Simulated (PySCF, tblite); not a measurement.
# C₇H₉NOS: geometry, infrared bands and NMR shifts

What infrared bands and NMR shifts should C₇H₉NOS (`NC(=O)C1=CSCCC=C1`) show?

Computed with tblite 0.8.0 and PySCF 2.14.0, with density-fitted response routines of our own, on a single molecule in the gas phase. Atoms count from 0, in the outputs and in this text.

## (1) The starting structure

19 atoms, charge 0, multiplicity 1; geometry from: force field or distance geometry start.

Bonds of the start (Å): N0–C1 1.37, C1–O2 1.24, C1–C3 1.50, C3–C4 1.33, C4–S5 1.74, S5–C6 1.81, C6–C7 1.53, C7–C8 1.50, C8–C9 1.33, C9–C3 1.46, N0–H10 1.01, N0–H11 1.00, C4–H12 1.08, C6–H13 1.10, C6–H14 1.10, C7–H15 1.09, C7–H16 1.10, C8–H17 1.09, C9–H18 1.10.

## (2) Optimising the geometry with GFN2-xTB

Job settings and geometry (Å):

```
{"job": {"kind": "relax", "xc": "GFN2-xTB", "basis": "xTB"}, "charge": 0, "multiplicity": 1}
N      3.211800     0.131700     0.259700
C      2.215900    -0.803400     0.202000
O      2.462700    -2.000500     0.386900
C      0.856400    -0.271100    -0.121000
C      0.375800    -0.798300    -1.249400
S     -1.138300    -0.410900    -2.004700
C     -2.226200    -0.604000    -0.572500
C     -2.256700     0.656800     0.293100
C     -0.982600     1.124600     0.928700
C      0.281100     0.735600     0.762500
H      3.040800     1.107800     0.049400
H      4.140600    -0.180200     0.461500
H      0.969400    -1.524600    -1.791400
H     -1.929900    -1.483500     0.019200
H     -3.237900    -0.797100    -0.947700
H     -2.681900     1.484100    -0.283600
H     -2.978700     0.474500     1.103900
H     -1.152500     1.922000     1.652000
H      1.020400     1.245800     1.391400
```

On the command line:

```bash
$ OMP_NUM_THREADS=1 python probes_run.py task.json out
```

The driver reads the jobs from task.json and runs them one after another.

**Question.** This job is followed by: GFN2-xTB harmonic vibrations, gas phase; GIAO PBE0/pcSseg-1 NMR shielding, non-relativistic, gas phase. What will the session give for the following? strongest single infrared mode (GFN2-xTB); zero-point energy (GFN2-xTB); 13C shifts against TMS (PBE0/pcSseg-1); 1H shifts against TMS (PBE0/pcSseg-1, means over atoms taken as alike); 15N shifts against NH3 (PBE0/pcSseg-1); 17O shifts against H2O (PBE0/pcSseg-1); 33S shifts against CS2 (PBE0/pcSseg-1); surface potential, 1st and 99th percentile.

As calculated:

| quantity | value |
| --- | --- |
| strongest single infrared mode (GFN2-xTB) | 1730 cm⁻¹, 411 km/mol |
| zero-point energy (GFN2-xTB) | 91.9 kcal/mol |
| 13C shifts against TMS (PBE0/pcSseg-1) | 169.1, 151.2, 140.5, 132.6, 130.0, 40.0, 36.6 ppm |
| 1H shifts against TMS (PBE0/pcSseg-1, means over atoms taken as alike) | 7.82, 6.32, 6.07, 4.85, 4.46, 2.96, 2.81 ppm |
| 15N shifts against NH3 (PBE0/pcSseg-1) | 109.3 ppm |
| 17O shifts against H2O (PBE0/pcSseg-1) | 391.9 ppm |
| 33S shifts against CS2 (PBE0/pcSseg-1) | 115 ppm |
| surface potential, 1st and 99th percentile | -2.07 V and 1.81 V |

Relaxing lowered the energy by 0.258 eV in 123 steps; the close pair that moved most is C1–O2, from 1.236 to 1.214 Å. No mode is imaginary among the 51: a minimum at this level. The strongest single mode, at 1730 cm⁻¹, moves mainly C1 and O2. Unscaled tight-binding wavenumbers are off by several per cent, some by more. Its intensities can rank the bands wrongly. C1 (amide carbonyl carbon) lies farthest downfield among carbon, at 169.1 ppm; it is a carbonyl in resonance with an O or N lone pair, the region of acids, esters and amides. H12 (hydrogen on a β carbon of a C=C–C=O unit) lies farthest downfield among hydrogen, at 7.82 ppm; attached to an sp2 carbon and in the plane of the double bond. At PBE0/pcSseg-1: Shielding is most anisotropic at O2 (span 658 ppm, paramagnetic term -455 ppm). At PBE0/pcSseg-1, counted by nearest atom on the grid, the HOMO lies on S5 33 %; C3 21 %, the LUMO on C4 26 %; C8 16 %.
